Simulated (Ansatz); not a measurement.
# GeNH4Cl (SMILES [NH2][GeH2][Cl]) at CCSD(T)/cc-pVDZ

What is the vertical ionisation energy of GeNH4Cl at CCSD(T)/cc-pVDZ? 

Program for the calculation: Ansatz 0.2.0.

68 further runs of the same task are left out: 68 set aside as unsound or not needed.

**1. The system as given**

The species is GeNH4Cl (7 atoms), meant as a singlet with charge 0. SMILES: `[NH2][GeH2][Cl]`. Geometry: relaxed at PBE0-D4/def2-TZVP. This is one conformer, not always the lowest.

Bond lengths: N1–Ge2 1.818 Å, Ge2–Cl3 2.176 Å, N1–H4 1.010 Å, N1–H5 1.010 Å, Ge2–H6 1.530 Å, Ge2–H7 1.530 Å. Angles: N1–Ge2–Cl3 112.8°, N1–Ge2–H6 108.7°, N1–Ge2–H7 108.7°, Cl3–Ge2–H6 105.8°, Cl3–Ge2–H7 105.8°, Ge2–N1–H4 115.0°, Ge2–N1–H5 115.0°, H6–Ge2–H7 115.1°, H4–N1–H5 109.1°.

**2. A single-point energy at CCSD(T)/cc-pVDZ**

input.yaml reads:

```yaml
crystal:
  periodic: [false, false, false]
  atoms:
    - {symbol: N, position_ang: [-0.792900, 0.515500, -0.722700]}
    - {symbol: Ge, position_ang: [0.579900, 0.003300, 0.353200]}
    - {symbol: Cl, position_ang: [0.394500, -2.054600, 1.034500]}
    - {symbol: H, position_ang: [-1.700900, 0.526800, -0.279600]}
    - {symbol: H, position_ang: [-0.858900, 0.014700, -1.597700]}
    - {symbol: H, position_ang: [0.559300, 0.864900, 1.617200]}
    - {symbol: H, position_ang: [1.880200, 0.061300, -0.450600]}
basis:
  gaussian: {orbitals: cc-pVDZ}
correlation: {method: ccsd_t, frozen_orbitals: {Cl: 5, Ge: 9, H: 0, "N": 1}}
accuracy: high
scf: {omitted_lower_state_checks: [cluster_reference, increment]}
```

Launch:

```console
$ ansatz run input.yaml --threads 1 --pin off --max-ram 3480MiB --events-out events.jsonl --progress --plain --runs-dir runs
```

Log, shortened:

```text
Warning: RAYON_NUM_THREADS=1 ignored (pool sized by the plan → 1); use --threads N
Functional definition: HF
  name "HF"
[...]
1818 factors; integrals over basis functions are off by at most 4.5e-9 eV
[...]
mean field -70523.06802244 eV, -2591.6749475722 hartree, gradient 2.7e-8 eV, S^2 0.000000; 0 other end points of the search recorded, 0 dependent functions left out
15 core orbitals not correlated: weight in the atoms' cores, before any rotation towards them, 1.000 or more for the frozen orbitals, at most 0.000 for the correlated occupied ones
reference -70523.06802244 eV, -2591.6749475722 hartree; 15, 15 occupied and 49, 49 virtual orbitals, 1818 factors
second order -11.56641435 eV of doubles, -0.00000000 eV of singles
cycle   1  -12.22268613 eV  change   -6.6e-1 eV  update   7.4e-2
[...]
cycle  20  -12.58252956 eV  change    1.3e-9 eV  update   2.5e-9
perturbative correction -0.30719145 eV, -0.0112890776 hartree
Total energy: -70535.95774345 eV, -2592.1486360823 hartree
Checks for a lower state left out: cluster_reference, increment
```

It took 15 s on 1 thread of Arm Neoverse V1, shared host; peak memory 0.36 GiB.

**3. The doublet cation, same level**

run.yaml reads:

```yaml
crystal:
  periodic: [false, false, false]
  atoms:
    - symbol: "N"
      position_ang: [-0.792900, 0.515500, -0.722700]
    - symbol: Ge
      position_ang: [0.579900, 0.003300, 0.353200]
    - symbol: Cl
      position_ang: [0.394500, -2.054600, 1.034500]
    - symbol: H
      position_ang: [-1.700900, 0.526800, -0.279600]
    - symbol: H
      position_ang: [-0.858900, 0.014700, -1.597700]
    - symbol: H
      position_ang: [0.559300, 0.864900, 1.617200]
    - symbol: H
      position_ang: [1.880200, 0.061300, -0.450600]
basis:
  gaussian:
    orbitals: cc-pVDZ
total_charge: 1
magnetization:
  spin_polarized: true
  initial_magnetization: 1
correlation:
  method: ccsd_t
  frozen_orbitals: {Cl: 5, Ge: 9, H: 0, "N": 1}
accuracy: high
scf:
  omitted_lower_state_checks: [cluster_reference, increment]
```

Launch:

```console
$ ansatz run run.yaml --threads 1 --pin off --max-ram 3480MiB --events-out events.jsonl --progress --plain --runs-dir runs
```

Log, shortened:

```text
Warning: RAYON_NUM_THREADS=1 ignored (pool sized by the plan → 1); use --threads N
[... 2 set-up lines as earlier in the session ...]
[...]
1817 factors; integrals over basis functions are off by at most 4.5e-9 eV
[...]
mean field -70514.06589565 eV, -2591.3441255147 hartree, gradient 1.8e-8 eV, S^2 0.762547; 11 other end points of the search recorded, 0 dependent functions left out
15 core orbitals not correlated: weight in the atoms' cores, before any rotation towards them, 1.000 or more for the frozen orbitals, at most 0.000 for the correlated occupied ones
reference -70514.06589565 eV, -2591.3441255147 hartree; 15, 14 occupied and 49, 50 virtual orbitals, 1817 factors
second order -10.37070626 eV of doubles, -0.00000000 eV of singles
cycle   1  -11.20828884 eV  change   -8.4e-1 eV  update   8.2e-2
[...]
cycle  28  -11.63791141 eV  change    1.8e-9 eV  update   1.8e-9
perturbative correction -0.30094880 eV, -0.0110596642 hartree
Total energy: -70526.00475585 eV, -2591.7828705346 hartree
Checks for a lower state left out: cluster_reference, increment
```

Wall time 67 s (1 thread of Arm Neoverse V1, shared host); peak memory 0.63 GiB.

**4. Results**

At CCSD(T)/cc-pVDZ, 15 core orbitals frozen:

| quantity | value |
| --- | --- |
| singlet GeNH4Cl: total energy | -2592.14864 Eh |
| singlet GeNH4Cl: correlation energy (15 core orbitals frozen) | -473.7 mEh |
| singlet GeNH4Cl: (T) correction | -11.29 mEh |
| singlet GeNH4Cl: T1 diagnostic | 0.009 |
| doublet cation: total energy | -2591.78287 Eh |
| doublet cation: correlation energy (15 core orbitals frozen) | -438.7 mEh |
| doublet cation: (T) correction | -11.06 mEh |
| doublet cation: ⟨S²⟩ of the reference determinant | 0.763 |
| doublet cation: T1 diagnostic | 0.023 |
| vertical ionisation energy (to the doublet cation) | 9.953 eV |

**Reading.** Removing an electron at fixed nuclei costs 9.95 eV (960 kJ/mol). The triples (singlet GeNH4Cl) make up 2.4 % of the correlation energy. The triples (doublet cation) make up 2.5 % of the correlation energy.
